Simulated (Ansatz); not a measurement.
CsLiZnS₂, space group I-4m2, a scan of the Hubbard U

Program: Ansatz's Python interface.

Input file `cslizns2.xyz`:
```text
5
Lattice="-2.042679 2.042679 7.142718 2.042679 -2.042679 7.142718 2.042679 2.042679 -7.142718" Properties=species:S:1:pos:R:3 pbc="T T T"
Cs    0.00000000    0.00000000    0.00000000
Li    2.04267900    0.00000000    3.57135900
Zn   -0.00000000    2.04267900    3.57135900
S     0.00000000   -0.00000000    9.40274540
S    -0.00000000    0.00000000    4.88269060
```

The script, `cslizns2.py`:
```python
"""How the states of CsLiZnS2 follow the Hubbard U."""

import ansatz as az
import numpy as np


def count_gap(report):
    # lowest empty less highest filled band, counting bands; zero where they overlap
    return max(report.get("gap_by_band_count_ev") or 0.0, 0.0)

system = az.Crystal.from_extxyz("cslizns2.xyz")

job = (
    system.calculation()
    .functional(az.Functional.R2SCAN)
    .kpoints(6, 6, 6)
    .occupations("fixed")
    .band_table()
)
rows = []
for u in [0.0, 1.5, 3.0, 4.5, 6.0]:
    rep = job.hubbard("Zn", "d", u_eff=u).run().report
    shell = rep["hubbard"]["n_scf"]
    rows.append((u, count_gap(rep), sum(shell) / len(shell), rep["n_iterations"]))
print("      U_eff eV  gap by band count eV  Zn d occupation (projector)      iterations")
for row in rows:
    print(f"{str(row[0]):>14s}  {row[1]:20.3f}  {row[2]:27.4f}  {row[3]:14d}")
```

```console
$ python cslizns2.py
DeckWarning: basis.ecutwfc = 500 eV, auto-derived from the records' recommended cutoffs: set by Cs (their level for a meta-GGA)
      U_eff eV  gap by band count eV  Zn d occupation (projector)      iterations
           0.0                 3.051                       9.9818               8
           1.5                 3.075                       9.9834               8
           3.0                 3.095                       9.9848               8
           4.5                 3.112                       9.9860               8
           6.0                 3.125                       9.9871               8
```
(Warnings from the package without file and line.)

From U = 0 to 6 eV the gap on the mesh goes from 3.05 eV to 3.13 eV.

Caveats:
- Semilocal gaps usually lie well under measured ones.
- The Fermi level of a run with fixed occupations marks the highest occupied state on its mesh, not mid-gap.
- This cell is a computed structure, which may not be the phase found in nature.
- Levels are Kohn-Sham eigenvalues on this mesh, without spin-orbit coupling.
- Shell occupations and the effect of U depend on the projectors; a run with no .spin step is spin-unpolarised, and each U may end in a state that isn't the lowest.
- It ran for 100 s on 1 thread of Arm Neoverse V1 (shared host), peak memory 0.66 GiB.

(A comment or docstring line of the script was reworded after the run, the code is as it ran.)
